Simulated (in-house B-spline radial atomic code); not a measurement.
**Sn²⁰⁺: ionisation energy by several methods**

One table from this session's results is given with a row withheld; the runs are named, their logs left out.

Method: scalar-relativistic (X2C), several functionals, spin-polarised; spherical all-electron atom at the radial basis limit. Code: in-house B-spline radial atomic code version 1.

### The atom as given

| Quantity | Value |
| --- | --- |
| element | tin (Z = 50) |
| charge | +20 |
| electrons | 30 |
| configuration | [Ar] 3d10 4s2 |
| nucleus | Fermi, rms radius 4.652 fm |

Outer shells as boxes (Hund's rule):

[Ar] 3d10 4s2
```
[Ar] core
3d [↑↓][↑↓][↑↓][↑↓][↑↓]
4s [↑↓]
```

Where spins are not typed, each open shell is filled with up spins first.

The first run:

Input settings:

```ini
Z = 50
electrons = 30.0
configuration = [Ar] 3d10 4s2
hamiltonian = x2c
method = optx,lyp
spin_polarised = True
nucleus = fermi
rms_radius = 4.6519
mass_number = 120
atomic_mass = 119.902202557
speed_of_light = 137.035999084
```

Among the steps run: OLYP, a GGA; exchange-only LDA; LC-ωPBE, a range-separated hybrid; PBEsol, a GGA; LDA (VWN5); ωB97X, a range-separated hybrid; revTPSS, a meta-GGA.

One table of the session follows, with a row left open; its other results are not shown here.

```
           method  ΔSCF (eV)
exchange-only LDA     610.25
       LDA (VWN5)     612.69
             OLYP     611.36
           PBEsol     611.77
          revTPSS     610.69
          LC-ωPBE          ?
            ωB97X     609.30
```

**Question.** Estimate the row for LC-ωPBE.

The run gave: ΔSCF (eV): 612.53. In the column «ΔSCF (eV)» it lies between PBEsol (611.77) and LDA (VWN5) (612.69).
